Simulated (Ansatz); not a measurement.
# HfC: the cost of one run

Computed with Ansatz 0.2.0 (DFT PBEsol, scalar-relativistic, plane waves, PAW, unless a step's input says otherwise).

1 further run of the same task is left out (set aside as unsound or not needed).

## Step 1: The system as given

Symmetry: Fm-3m, No. 225, cubic system. Conventional cell: a = 4.607 Å, b = 4.607 Å, c = 4.607 Å, α = 90.00°, β = 90.00°, γ = 90.00°. Hf (site symmetry m-3m) has 6 C at 2.30 Å as nearest neighbours. Around C (site symmetry m-3m) lie 6 Hf at 2.30 Å.

As a file:

```cif
data_structure
_symmetry_space_group_name_H-M 'Fm-3m'
_symmetry_Int_Tables_number 225
_cell_length_a 4.6073
_cell_length_b 4.6073
_cell_length_c 4.6073
_cell_angle_alpha 90.000
_cell_angle_beta 90.000
_cell_angle_gamma 90.000
_cell_volume 97.80
loop_
_atom_site_label
_atom_site_type_symbol
_atom_site_symmetry_multiplicity
_atom_site_Wyckoff_symbol
_atom_site_fract_x
_atom_site_fract_y
_atom_site_fract_z
_atom_site_occupancy
Hf1 Hf 4 b 0.50000 0.00000 0.00000 1
C1 C 4 a 0.00000 0.00000 0.00000 1
```

This cell was relaxed beforehand with the same method: volume 12.23 Å³/atom, gap on the mesh none (metal).

Bulk energy on matching settings, from an earlier run: -7923.3537 eV/atom.

## Step 2: Cutting the (111) slab

Miller indices refer to the conventional cell of the relaxed bulk, Fm-3m (No. 225): a = 4.607 Å, b = 4.607 Å, c = 4.607 Å, α = 90.00°, β = 90.00°, γ = 90.00°.

The slab is a (111) slab, 12.0 Å thick as cut, with 15 Å of vacuum; its outer planes are C (top) and Hf (bottom).

The slab as cut. Layers, bottom to top:

| plane | atoms per cell | height over the lowest (Å) |
| --- | --- | --- |
| 1 | Hf | 0.00 |
| 2 | C | 1.33 |
| 3 | Hf | 2.66 |
| 4 | C | 3.99 |
| 5 | Hf | 5.32 |
| 6 | C | 6.65 |
| 7 | Hf | 7.98 |
| 8 | C | 9.31 |
| 9 | Hf | 10.64 |
| 10 | C | 11.97 |

## Step 3: The slab as cut, atoms at the bulk's places

The cell repeats along c, and a dipole correction in the vacuum removes the field between the copies.

input.yaml reads:

```yaml
crystal:
  lattice:
    - [3.2578677663, 0.0, 0.0]
    - [-1.6289338832, 2.8213962478, 0.0]
    - [0.0, 0.0, 26.9701705153]
  atoms:
    - { symbol: Hf, position: [0.3333333333, 0.6666666667, 0.2780850049] }
    - { symbol: C, position: [0.6666666667, 0.3333333333, 0.3273994483] }
    - { symbol: Hf, position: [0.0, 0.0, 0.3767138916] }
    - { symbol: C, position: [0.3333333333, 0.6666666667, 0.426028335] }
    - { symbol: Hf, position: [0.6666666667, 0.3333333333, 0.4753427783] }
    - { symbol: C, position: [0.0, 0.0, 0.5246572217] }
    - { symbol: Hf, position: [0.3333333333, 0.6666666667, 0.573971665] }
    - { symbol: C, position: [0.6666666667, 0.3333333333, 0.6232861084] }
    - { symbol: Hf, position: [0.0, 0.0, 0.6726005517] }
    - { symbol: C, position: [0.3333333333, 0.6666666667, 0.7219149951] }
basis:
  ecutwfc: 420
kpoints:
  mp_grid: { grid: [12, 12, 1] }
hamiltonian:
  xc: pbesol
scf:
  occupations: { method: gaussian, width: 0.1 }
output:
  forces: true
  stress: true
  eigenvalues: true
efield:
  axis: 3
  dipole_correction: true
```

Q: Estimate wall time and peak memory on 1 thread of an Arm CPU, shared host.

About 51 s, with a peak of 0.62 GiB.
